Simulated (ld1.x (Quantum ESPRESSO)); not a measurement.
# Pseudopotential generation for molybdenum: ultrasoft, PBEsol

Do these settings give a usable potential? It is generated, then checked for transferability, scattering, ghosts and hardness.

Method: ld1.x (Quantum ESPRESSO) 7.5, PBEsol, scalar-relativistic.

## Step 1: The atom and the settings

The settings as typed:

```json
{
  "element": "molybdenum (Mo, Z = 42)",
  "type": "ultrasoft",
  "frozen core": "[Kr]",
  "valence charge": "6",
  "reference configuration": "4d5 5s1 5p0",
  "partial waves": "5s (bound): rcut 2.50, rcutus 3.20 bohr; 5s channel at 0.15 Ry: rcut 2.50, rcutus 3.20 bohr; 5p (bound, empty): rcut 3.65, rcutus 3.85 bohr; 5p channel at 0.3 Ry: rcut 3.65, rcutus 3.85 bohr; 4d (bound): rcut 1.35, rcutus 1.45 bohr; 4d channel at 3.7 Ry: rcut 1.35, rcutus 1.45 bohr",
  "local potential": "all-electron potential smoothed inside 1.15 bohr (lloc = -1)",
  "core correction": "a·sin(br)/r model core inside 1.40 bohr",
  "augmentation charge": "built from norm-conserving waves at rcut, not smoothed further"
}
```

The outer shells as boxes (Hund's rule for the drawing; the calculation is spin-unpolarised):

```
[Kr] core
4d [↑ ][↑ ][↑ ][↑ ][↑ ]
5s [↑ ]
5p [  ][  ][  ]
```

The nodes and maxima of the atom's own shells, from an earlier all-electron run, set the scale for the radii.

All-electron outer shells of the reference configuration (PBEsol, scalar-relativistic, ld1.x):

```csv
shell,level (eV),outermost node (bohr),outermost maximum (bohr)
4s,-64.30,0.51,0.99
4p,-38.46,0.52,1.06
5s,-4.12,1.34,2.93
4d,-3.77,0.53,1.38
5p,-1.01,1.54,4.05
```

## Step 2: Generating the potential

The input, Mo.in:

```
 &input
   title='Mo', zed=42., rel=1, dft='PBESOL', iswitch=3,
   config='[Kr] 4d5 5s1 5p0',
   nld=3, rlderiv=4.20, eminld=-2.0, emaxld=5.0, deld=0.02
 /
 &inputp
   pseudotype=3, tm=.true., lloc=-1, rcloc=1.15,
   nlcc=.true., rcore=1.40,
   file_pseudopw='Mo.UPF', file_wfcaegen='ae.wfc', file_wfcncgen='nc.wfc', file_beta='beta', file_chi='chi', file_wfcusgen='us.wfc'
 /
6
5S  1  0   1.00   0.00  2.50  3.20  0.0
5S  1  0   0.00   0.15  2.50  3.20  0.0
5P  2  1   0.00   0.00  3.65  3.85  0.0
5P  2  1   0.00   0.30  3.65  3.85  0.0
4D  3  2   5.00   0.00  1.35  1.45  0.0
4D  3  2   0.00   3.70  1.35  1.45  0.0
 &test
   configts(1)='4d5 5s1 5p0'
 /
```

On the command line:

```sh
$ ld1.x < Mo.in > Mo.out
```

Output in Mo.out (without the banner and most projector matrices):

```text
     Program LD1 v.7.5
     --------------------------- All-electron run ----------------------------

     Mo
     scalar relativistic calculation

     atomic number is 42.00
     dft =PBESOL   lsd =0 sic =0 latt =0  beta=0.20 tr2=1.0E-14
     Exchange-correlation= PBESOL
                           (   1   4  10   8   0   0   0)
     mesh =1229 r(mesh) = 100.71859 a.u. xmin = -7.00 dx = 0.01250
     1 Ry =  13.60569312 eV, c = 137.03599908

     n l     nl                  e(Ry)          e(Ha)          e(eV)
     1 0     1S 1( 2.00)     -1456.0281      -728.0141    -19810.2720
     2 0     2S 1( 2.00)      -205.6538      -102.8269     -2798.0630
     2 1     2P 1( 6.00)      -183.8881       -91.9441     -2501.9257
     3 0     3S 1( 2.00)       -34.9849       -17.4924      -475.9934
     3 1     3P 1( 6.00)       -27.8537       -13.9268      -378.9688
     4 0     4S 1( 2.00)        -4.7261        -2.3630       -64.3016
     4 1     4P 1( 6.00)        -2.8264        -1.4132       -38.4556
     3 2     3D 1(10.00)       -16.2421        -8.1210      -220.9849
     4 2     4D 1( 5.00)        -0.2770        -0.1385        -3.7689
     5 0     5S 1( 1.00)        -0.3027        -0.1514        -4.1187
     5 1     5P 1( 0.00)        -0.0743        -0.0372        -1.0109

     final scf error:  6.4E-15 reached in  28 iterations

     Etot =   -8092.877416 Ry,   -4046.438708 Ha, -110109.206599 eV

     Ekin =    8343.784045 Ry,    4171.892022 Ha,  113522.965195 eV
     Encl =  -19508.780444 Ry,   -9754.390222 Ha, -265430.479923 eV
     Eh   =    3314.617623 Ry,    1657.308811 Ha,   45097.670196 eV
     Exc  =    -242.498639 Ry,    -121.249320 Ha,   -3299.362067 eV

     normalization and overlap integrals

     s(1S/1S) =  1.000000  <r> =   0.0352  <r2> =    0.0017  r(max) =   0.0229
     s(2S/2S) =  1.000000  <r> =   0.1538  <r2> =    0.0279  r(max) =   0.1303
     s(2P/2P) =  1.000000  <r> =   0.1340  <r2> =    0.0219  r(max) =   0.1041
     s(3S/3S) =  1.000000  <r> =   0.4292  <r2> =    0.2110  r(max) =   0.3819
     s(3P/3P) =  1.000000  <r> =   0.4308  <r2> =    0.2161  r(max) =   0.3771
     s(4S/4S) =  1.000000  <r> =   1.1072  <r2> =    1.3910  r(max) =   0.9874
     s(4P/4P) =  1.000000  <r> =   1.2378  <r2> =    1.7605  r(max) =   1.0643
     s(3D/3D) =  1.000000  <r> =   0.4154  <r2> =    0.2076  r(max) =   0.3206
     s(4D/4D) =  1.000000  <r> =   2.0000  <r2> =    5.0686  r(max) =   1.3838
     s(5S/5S) =  1.000000  <r> =   3.5661  <r2> =   14.6534  r(max) =   2.9295
     s(5P/5P) =  1.000000  <r> =   5.3178  <r2> =   33.6723  r(max) =   4.0545

     ------------------------ End of All-electron run ------------------------

     --------------------- Generating US pseudopotential ---------------------

      Generating local potential from pseudized AE potential:
      Matching radius rcloc =   1.1500

      Local pseudo, rcloc= 1.147 Estimated cut-off energy=    18.82 Ry

      Computing core charge for nlcc:

       r > 1.40 : true rho core
       r < 1.40 : rho core = a sin(br)/r    a=   7.25  b=   1.81

      Integrated core pseudo-charge :   8.18

      Wfc   5S  rcut= 2.490  Using Troullier-Martins method
      Wfc-us  5S rcutus= 3.197  Estimated cut-off energy=     4.47 Ry

      Wfc   5S  rcut= 2.490  Using Troullier-Martins method
      Wfc-us  5S rcutus= 3.197  Estimated cut-off energy=     5.35 Ry

      Wfc   5P  rcut= 3.623  Using Troullier-Martins method
      Wfc-us  5P rcutus= 3.809  Estimated cut-off energy=     5.11 Ry

      Wfc   5P  rcut= 3.623  Using Troullier-Martins method
      Wfc-us  5P rcutus= 3.809  Estimated cut-off energy=     5.82 Ry

      Wfc   4D  rcut= 1.367  Using Troullier-Martins method
      Wfc-us  4D rcutus= 1.437  Estimated cut-off energy=    53.88 Ry

      Wfc   4D  rcut= 1.367  Using Troullier-Martins method
      Wfc-us  4D rcutus= 1.437  Estimated cut-off energy=    67.59 Ry

     ------------------- End of pseudopotential generation -------------------

     [... the all-electron block is printed once more ...]


     Computing logarithmic derivative in   4.18330
     Computing logarithmic derivative in   4.18330
     Computing the partial wave expansion
     R is outside the sphere for l=    0 j= 0.00
     R is outside the sphere for l=    0 j= 0.00
     R is outside the sphere for l=    1 j= 0.00
     R is outside the sphere for l=    1 j= 0.00
     R is outside the sphere for l=    2 j= 0.00
     R is outside the sphere for l=    2 j= 0.00

     ---------------------- Testing the pseudopotential ----------------------

     Mo
     scalar relativistic calculation

     atomic number is 42.00   valence charge is  6.00
     dft =PBESOL   lsd =0 sic =0 latt =0  beta=0.20 tr2=1.0E-14
     mesh =1229 r(mesh) = 100.71859 xmin = -7.00 dx = 0.01250

     n l     nl             e AE (Ry)        e PS (Ry)    De AE-PS (Ry)
     3 2     4D   1( 5.00)       -0.27701       -0.27700       -0.00000
     1 0     5S   1( 1.00)       -0.30272       -0.30272        0.00000
     2 1     5P   1( 0.00)       -0.07430       -0.07430        0.00000

     eps = 5.3E-15  iter =  4

     Etot =   -8092.877416 Ry,   -4046.438708 Ha, -110109.206599 eV
     Etotps =   -25.650367 Ry,     -12.825184 Ha,    -348.991026 eV

     Ekin =      18.689584 Ry,       9.344792 Ha,     254.284751 eV
     Encl =     -45.770232 Ry,     -22.885116 Ha,    -622.735736 eV
     Ehrt =      14.775507 Ry,       7.387753 Ha,     201.031009 eV
     Ecxc =     -15.403354 Ry,      -7.701677 Ha,    -209.573303 eV
     (Ecc =      -9.743702 Ry,      -4.871851 Ha,    -132.569819 eV)
     Epseu=       2.058128 Ry,       1.029064 Ha,      28.002252 eV

     ---------------------- End of pseudopotential test ----------------------
```

Wall time 1.4 s (1 thread of Neoverse-V1, shared host). This counts the later configuration tests of the new file too.

Partial waves on a coarse radial grid (AE all-electron, PS pseudo):

```tsv
r (bohr)	5s AE	5s PS	4d AE	4d PS
0.192	0.0276	0.0596	-0.2985	0.0147
0.385	0.1354	0.1190	-0.2433	0.1032
0.578	-0.1016	0.1773	0.0929	0.2771
0.770	-0.2538	0.2337	0.3996	0.4782
0.962	-0.2490	0.2878	0.6008	0.6346
1.155	-0.1425	0.3395	0.7040	0.7150
1.348	0.0041	0.3878	0.7373	0.7379
1.540	0.1508	0.4320	0.7277	0.7277
1.732	0.2799	0.4717	0.6944	0.6944
1.925	0.3850	0.5066	0.6492	0.6492
2.118	0.4649	0.5360	0.5994	0.5994
2.310	0.5218	0.5593	0.5495	0.5495
2.502	0.5592	0.5763	0.5013	0.5013
2.695	0.5807	0.5868	0.4558	0.4558
2.888	0.5890	0.5904	0.4135	0.4135
3.080	0.5870	0.5870	0.3747	0.3747
3.272	0.5768	0.5768	0.3392	0.3392
3.465	0.5604	0.5604	0.3067	0.3067
3.658	0.5394	0.5394	0.2770	0.2770
3.850	0.5152	0.5152	0.2501	0.2501
4.043	0.4887	0.4887	0.2256	0.2256
4.235	0.4610	0.4610	0.2034	0.2034
4.428	0.4327	0.4327	0.1832	0.1832
4.620	0.4045	0.4045	0.1650	0.1650
4.812	0.3767	0.3767	0.1486	0.1486
5.005	0.3496	0.3496	0.1337	0.1337
```

## Step 3: Testing the new file in other configurations

The input, Mo.test.in:

```
 &input
   title='Mo', zed=42., rel=1, dft='PBESOL', iswitch=2,
   config='[Kr] 4d5 5s1 5p0'
 /
 &test
   file_pseudo='Mo.UPF', nconf=8,
   configts(1)='4d5 5s1 5p0',
   configts(2)='4d5 5s0 5p0',
   configts(3)='4d4 5s0 5p0',
   configts(4)='4d3 5s0 5p0',
   configts(5)='4d2 5s0 5p0',
   configts(6)='4d4 5s1 5p0',
   configts(7)='4d4 5s1 5p1',
   configts(8)='4d5 5s0.5 5p0'
 /
```

On the command line:

```sh
$ ld1.x < Mo.test.in > Mo.test.out
```

Mo.test.out, the pseudopotential blocks, each with the warnings that came before it:

```text
     ---------------------- Testing the pseudopotential ----------------------

     Mo
     scalar relativistic calculation

     atomic number is 42.00   valence charge is  6.00
     dft =PBESOL   lsd =0 sic =0 latt =0  beta=0.20 tr2=1.0E-14
     mesh =1229 r(mesh) = 100.71859 xmin = -7.00 dx = 0.01250

     n l     nl             e AE (Ry)        e PS (Ry)    De AE-PS (Ry)
     3 2     4D   1( 5.00)       -0.27701       -0.27700       -0.00000
     1 0     5S   1( 1.00)       -0.30272       -0.30272        0.00000
     2 1     5P   1( 0.00)       -0.07430       -0.07430        0.00000

     eps = 2.0E-15  iter =  4

     Etot =   -8092.877416 Ry,   -4046.438708 Ha, -110109.206599 eV
     Etotps =   -25.650368 Ry,     -12.825184 Ha,    -348.991029 eV

     Ekin =      18.689584 Ry,       9.344792 Ha,     254.284749 eV
     Encl =     -45.770233 Ry,     -22.885116 Ha,    -622.735738 eV
     Ehrt =      14.775507 Ry,       7.387753 Ha,     201.031011 eV
     Ecxc =     -15.403354 Ry,      -7.701677 Ha,    -209.573303 eV
     (Ecc =      -9.743702 Ry,      -4.871851 Ha,    -132.569819 eV)
     Epseu=       2.058128 Ry,       1.029064 Ha,      28.002252 eV

     ---------------------- End of pseudopotential test ----------------------

     ---------------------- Testing the pseudopotential ----------------------

     Mo
     [...]
     n l     nl             e AE (Ry)        e PS (Ry)    De AE-PS (Ry)
     3 2     4D   1( 5.00)       -0.76543       -0.76364       -0.00178
     1 0     5S   1( 0.00)       -0.72019       -0.72271        0.00251
     2 1     5P   1( 0.00)       -0.42719       -0.42930        0.00210

     eps = 3.0E-16  iter =  7

     Etot =   -8092.369957 Ry,   -4046.184978 Ha, -110102.302271 eV
     Etotps =   -25.141715 Ry,     -12.570858 Ha,    -342.070465 eV
     dEtot_ae =       0.507459 Ry
     dEtot_ps =       0.508652 Ry,   Delta E=      -0.001193 Ry

     [...]
     ---------------------- End of pseudopotential test ----------------------

     ---------------------- Testing the pseudopotential ----------------------

     Mo
     [...]
     n l     nl             e AE (Ry)        e PS (Ry)    De AE-PS (Ry)
     3 2     4D   1( 4.00)       -1.52975       -1.54031        0.01056  !
     1 0     5S   1( 0.00)       -1.29448       -1.29697        0.00249
     2 1     5P   1( 0.00)       -0.92164       -0.92150       -0.00014

     eps = 2.3E-18  iter =  7

     Etot =   -8091.234030 Ry,   -4045.617015 Ha, -110086.847205 eV
     Etotps =   -24.002936 Ry,     -12.001468 Ha,    -326.576582 eV
     dEtot_ae =       1.643385 Ry
     dEtot_ps =       1.647432 Ry,   Delta E=      -0.004046 Ry

     [...]
     ---------------------- End of pseudopotential test ----------------------

     Warning: n=2, l=1 expected 0 nodes, found 1
     ---------------------- Testing the pseudopotential ----------------------

     Mo
     [...]
     n l     nl             e AE (Ry)        e PS (Ry)    De AE-PS (Ry)
     3 2     4D   1( 3.00)       -2.41670       -2.45990        0.04320  !
     1 0     5S   1( 0.00)       -1.95093       -1.96087        0.00995  !
     2 1     5P   1( 0.00)       -1.50442       -1.50442        0.00000

     eps = 2.5E-18  iter =  7

     Etot =   -8089.269817 Ry,   -4044.634908 Ha, -110060.122714 eV
     Etotps =   -22.013565 Ry,     -11.006783 Ha,    -299.509816 eV
     dEtot_ae =       3.607599 Ry
     dEtot_ps =       3.636802 Ry,   Delta E=      -0.029203 Ry

     [...]
     ---------------------- End of pseudopotential test ----------------------

     Warning: n=1, l=0 expected 0 nodes, found 1
     ---------------------- Testing the pseudopotential ----------------------

     Mo
     [...]
     n l     nl             e AE (Ry)        e PS (Ry)    De AE-PS (Ry)
     3 2     4D   1( 2.00)       -3.40098       -3.49761        0.09662  !
     1 0     5S   1( 0.00)       -2.67504       -2.86670        0.19166  !
     2 1     5P   1( 0.00)       -2.15994       -2.15994        0.00000

     eps = 3.5E-15  iter =  5

     Etot =   -8086.368485 Ry,   -4043.184242 Ha, -110020.648085 eV
     Etotps =   -19.043818 Ry,      -9.521909 Ha,    -259.104347 eV
     dEtot_ae =       6.508931 Ry
     dEtot_ps =       6.606549 Ry,   Delta E=      -0.097619 Ry

     [...]
     ---------------------- End of pseudopotential test ----------------------
```

3 tests gave no usable energy difference (4d4 5s1 5p0; 4d4 5s1 5p1; 4d5 5s0.5 5p0); the test run stopped with "negative rho".

Energies count from the reference configuration 4d5 5s1 5p0; the error is all-electron less pseudo. A star marks tests that logged a warning.

| valence configuration | charge | ΔE all-electron (eV) | error AE − PS (meV) |
| --- | --- | --- | --- |
| 4d5 5s0 5p0 | +1 | 6.904 | -16 |
| 4d4 5s0 5p0 | +2 | 22.359 | -55 |
| 4d3 5s0 5p0 * | +3 | 49.084 | -397 |
| 4d2 5s0 5p0 * | +4 | 88.559 | -1328 |

## Step 4: Logarithmic derivatives

Taken from the files of the generation run. The phase is arctan(r·u′/u) with u = r·R, unwrapped, with energies in Ry. A pole is an energy at which the radial function vanishes at the test radius. The pseudo phase is shifted by a multiple of π to meet the all-electron one at the reference energy. Levels narrower than the energy grid can be missing from the poles. Left out: s, where the overlap operator is not positive , so their phases aren't trusted. The last column is the largest difference on the grid between −1 and +1 Ry.

```tsv
channel	radius (bohr)	reference (Ry)	poles AE	poles PS	window around the reference with phases within 0.05 rad (Ry)	largest difference near zero (rad)
p	4.18	-0.07	0.68, 3.85	0.68, 3.34	below 2.0	0.001
d	4.18	-0.28	-0.22, 1.82	-0.22, 1.82	the whole range	0.002
```

Phases (rad) along the scan:

```tsv
E (Ry)	d AE	d PS	p AE	p PS
-2.00	1.403	1.403	1.391	1.390
-1.52	1.378	1.378	1.359	1.358
-1.04	1.335	1.335	1.301	1.301
-0.56	1.215	1.215	1.152	1.152
-0.08	-1.779	-1.779	-0.035	-0.035
0.40	-2.195	-2.194	-1.440	-1.440
0.88	-4.075	-4.074	-1.633	-1.633
1.36	-4.583	-4.583	-1.778	-1.776
1.84	-4.716	-4.716	-2.208	-2.211
2.32	-4.810	-4.809	-4.188	-4.250
2.80	-4.956	-4.955	-4.549	-4.589
3.28	-5.844	-5.838	-4.649	-4.700
3.76	-7.548	-7.548	-4.704	-4.806
4.24	-7.738	-7.738	-4.748	-5.351
4.72	-7.808	-7.809	-4.795	-7.635
```

## Step 5: Plane-wave convergence, by spherical Bessel functions

This step uses the generator's waves and projectors in a separate script. Basis: spherical Bessel functions vanishing at 20 bohr, q² up to the cutoff; potential fixed at the reference.

No cutoffs are read. The overlap operator is not positive in s (lowest eigenvalue -0.254), so the test is not defined there. Ghost test: ghost state, bound below the all-electron valence or empty levels of the same l: p at -371.0 eV (s not tested).

## Step 6: Outcome

| quantity | value |
| --- | --- |
| cutoffs | not determined |
| bound ghosts | p at -370.97 eV |
| largest test error (AE − PS) | -1328 meV, for 4d2 5s0 5p0 (one of 2 tests with a warning) (3 tests unsolved) |
| largest phase difference near zero energy, channels read | 0.002 rad |
| lowest eigenvalue of the overlap (Bessel basis) | -0.254 (s) |

**Reading.** It has a bound ghost (p), a state that the atom doesn't have, and that rules the file out. Close by lies the frozen 3p level (-379.0 eV). The overlap operator is not positive definite in s, so a plane-wave run would break down once the basis is large enough. The worst unpolarised test, 4d2 5s0 5p0, is off by 1328 meV on 88.6 eV; by total energies transferability rates as poor. That test lies far up in energy; among those under 40 eV, nearer to bonding, the largest error is 55 meV. The test run broke off, so later configurations gave nothing; the verdict rests on few tests. No cutoffs are read. Near zero energy the phases of the channels with partial waves that could be evaluated agree within 0.002 rad. These are tests on the free atom; a crystal test is still owed.
